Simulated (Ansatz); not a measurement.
# TiBr2: the cost of one run

Method: DFT r²SCAN+U (U_eff = 2 eV on Ti d), plane waves, PAW, in Ansatz 0.2.0.

### 1 The structure to begin with

It takes space group R-3m (No. 166, trigonal). Conventional cell: a = 4.143 Å, b = 4.143 Å, c = 18.790 Å, α = 90.00°, β = 90.00°, γ = 120.00°. Around Ti (site symmetry -3m) lie 6 Br at 2.84 Å. Around Br (site symmetry 3m) lie 3 Ti at 2.84 Å.

Coordinates:

```
Ti Br
1.0
     2.07167    1.19608    6.26345
    -2.07167    1.19608    6.26345
     0.00000   -2.39216    6.26345
Ti Br
1 2
Cartesian
  0.0000 0.0000 0.0000
  0.0000 0.0000 4.7352
  0.0000 0.0000 14.0552
```

Magnetic order typed: ferromagnetic.

### 2 From atoms, symmetry kept, no search

Input file input.yaml:

```yaml
crystal:
  lattice:
    - [2.07167292, 1.19608092, 6.26344749]
    - [-2.07167292, 1.19608092, 6.26344749]
    - [0.0, -2.39216184, 6.26344749]
  atoms:
    - { symbol: Ti, position: [0.0, 0.0, 0.0], spin: 2.0 }
    - { symbol: Br, position: [0.252, 0.252, 0.252] }
    - { symbol: Br, position: [0.748, 0.748, 0.748] }
basis:
  ecutwfc: 500
  ecutrho_ratio: 4
kpoints:
  mp_grid: { grid: [5, 5, 5] }
hamiltonian:
  xc: r2scan
  hubbard: { sites: [{ site: 0, l: d, u_eff: 2.0 }] }
scf:
  occupations: { method: gaussian, width: 0.05 }
  lower_state_search: "off"
  max_iter: 150
output:
  forces: true
  stress: true
  eigenvalues: true
  populations: true
  hubbard: { sites: [{ site: 0, l: d }] }
magnetization:
  spin_polarized: true
```

Started as:

```
ansatz run input.yaml --threads 4 --pin off --max-ram 6144MiB --backend cpu --events-out ev --progress --plain --runs-dir out
```

**Question.** How long does this run take on 4 threads of Arm Neoverse N1, shared host, and how much memory does it need?

About 16 s, with a peak of 0.67 GiB.
